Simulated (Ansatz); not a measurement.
This script drives Ansatz's Python interface.

Contents of `ch5alos.xyz`:
```text
9

O    -0.01720    0.61220   -1.81390
C     0.73000    0.56650   -0.68080
Al    0.09000   -0.93640    0.46770
S    -1.90380   -0.91430    1.32830
H    -0.92120    1.06030   -1.55750
H     0.70680    1.53880   -0.10860
H     1.80840    0.37150   -0.98030
H     1.15140   -2.12990    0.80290
H    -1.55590   -0.21500    2.52520
```

Script `md.py`:
```python
'''Molecular dynamics of one CH5AlOS molecule.'''

import ansatz as az
import numpy as np

molecule = az.Crystal.molecule_from_extxyz('ch5alos.xyz')

job = (
    molecule.calculation()
    .basis(gaussian='6-31G*')
    .functional('b3lyp')
    .md('nve', timestep=1.0, steps=20, temperature=300, initial_velocities='maxwell_boltzmann', seed=59)
)
frames = []
job.session().plan().execute(on_event=lambda e: frames.append(e['data']) if e['event'] == 'md_step' else None)
print('t (fs)   E_pot (eV)      E_kin (eV)   T (K)   d(0-1) (A)')
for f in frames[::2]:
    xyz = np.array(f['positions_ang'])
    print(f'{f["time_fs"]:6.2f} {f["lagrangian_ev"]:14.5f} {f["e_kin_ev"]:10.5f} {f["temperature_k"]:8.1f} {np.linalg.norm(xyz[0] - xyz[1]):9.4f}')
kept = np.array([f['conserved_ev'] for f in frames])
print(f'conserved energy moves by at most {1000 * np.ptp(kept):.3f} meV')
symbols = [site.symbol for site in molecule.cartesian_sites]
with open('last_frame.xyz', 'w') as handle:
    handle.write(f'{len(symbols)}\nt = {frames[-1]["time_fs"]} fs\n')
    handle.writelines('{:2s} {:10.5f} {:10.5f} {:10.5f}\n'.format(s, *xyz) for s, xyz in zip(symbols, frames[-1]['positions_ang']))
```

It is started by `python md.py`. How long does it take on 1 thread of Intel(R) Xeon(R) Platinum 8259CL CPU @ 2.50GHz (Skylake/Cascade Lake), with other jobs on the host, and how much memory does it need?

It took about 100 s, with a peak of 0.23 GiB, for 1 run of the engine.

`python md.py` gives:
```text
t (fs)   E_pot (eV)      E_kin (eV)   T (K)   d(0-1) (A)
  0.00   -20597.55537    0.27145    300.0    1.3581
  2.00   -20597.73740    0.43979    486.1    1.3703
  4.00   -20597.58228    0.30036    332.0    1.3984
  6.00   -20597.78439    0.48421    535.1    1.4320
  8.00   -20597.72902    0.43976    486.0    1.4677
 10.00   -20597.58336    0.30151    333.2    1.5054
 12.00   -20597.71535    0.41686    460.7    1.5414
 14.00   -20597.61244    0.32914    363.8    1.5682
 16.00   -20597.64519    0.35052    387.4    1.5800
 18.00   -20597.53056    0.24761    273.7    1.5792
 20.00   -20597.69904    0.40474    447.3    1.5687
conserved energy moves by at most 22.487 meV
```

`last_frame.xyz`, as written:
```text
9
t = 20.0 fs
O    -0.11571    0.57310   -1.84485
C     0.79732    0.58658   -0.56931
Al    0.14093   -0.91305    0.48616
S    -1.91958   -0.91000    1.30325
H    -0.91495    1.09068   -1.53988
H     0.91193    1.66927   -0.32105
H     1.81914    0.18689   -0.96893
H     0.81305   -2.37101    0.50134
H    -1.53968   -0.33030    2.47569
```

Notes:
- Total energies depend on the basis set; only differences at equal settings carry meaning.
- The trajectory is only some femtoseconds long, so its temperature is not equilibrated; where the script doesn't relax first, it starts from a rough generated geometry.
- b3lyp holds the VWN-RPA fit, as in Gaussian; the form of ORCA and Turbomole is b3lyp5.
- The temperature counts the internal degrees of freedom alone.
- With hydrogen a step over 0.5 fs is long.

(Lines on the test bed's own set-up are left out of the output.)
